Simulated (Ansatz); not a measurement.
Crystal: Ta3N.

```
Ta N
1.0
     3.03222    0.00000    0.00000
    -1.51611    2.62598    0.00000
     0.00000    0.00000    7.52414
Ta N
3 1
Direct
  0.66667 0.33333 0.82607
  0.33333 0.66667 0.17393
  0.00000 0.00000 0.50000
  0.00000 0.00000 0.00000
```

The cell comes from a database or a generator and needn't be the stable form of this composition.

| Property | Result |
| --- | --- |
| Program | Ansatz 0.2.0 |
| Task | single point |
| Functional | PBEsol |
| Potentials or basis | Ansatz PAW |
| Cutoff | 420 eV (not typed: the program's choice for these potentials) |
| k mesh | 10 × 10 × 4 |
| Occupations | fermi-dirac, width 0.05 eV |
| Spin | no spin polarisation |

On this cell: pressure -8.1 GPa; largest force 0.394 eV/Å; band gap on the k mesh none (metal or under the smearing width).

The same run follows on a disturbed copy (atoms moved at random, drawn with an rms of 0.05 Å):

```
Ta N
1.0
     3.03222    0.00000    0.00000
    -1.51611    2.62598    0.00000
     0.00000    0.00000    7.52414
Ta N
3 1
Direct
  0.67856 0.35183 0.82240
  0.34771 0.66490 0.17549
  0.99945 0.00065 0.49519
  0.99628 0.01546 0.99323
```

Problem. What does the disturbed cell give?

Solution. The energy (extrapolated to zero smearing) moves by +16.2 meV/atom; pressure -8.2 GPa; largest force 1.166 eV/Å; band gap on the k mesh none (metal or under the smearing width).

Forces in eV/Å, atoms in the order of the input:
```
Ta  -0.261 -0.012  0.183
Ta  -0.352  0.172 -1.098
Ta  -0.004  0.024  0.349
N    0.616 -0.184  0.567
```

Stress tensor (GPa, compression positive):
```
-9.17  0.04 -0.45
 0.04 -8.41  0.59
-0.45  0.59 -7.10
```

Caveats: the PAW data sets come from PBE, with cores solved anew for the run's functional, which leaves a small shift of forces and pressure.
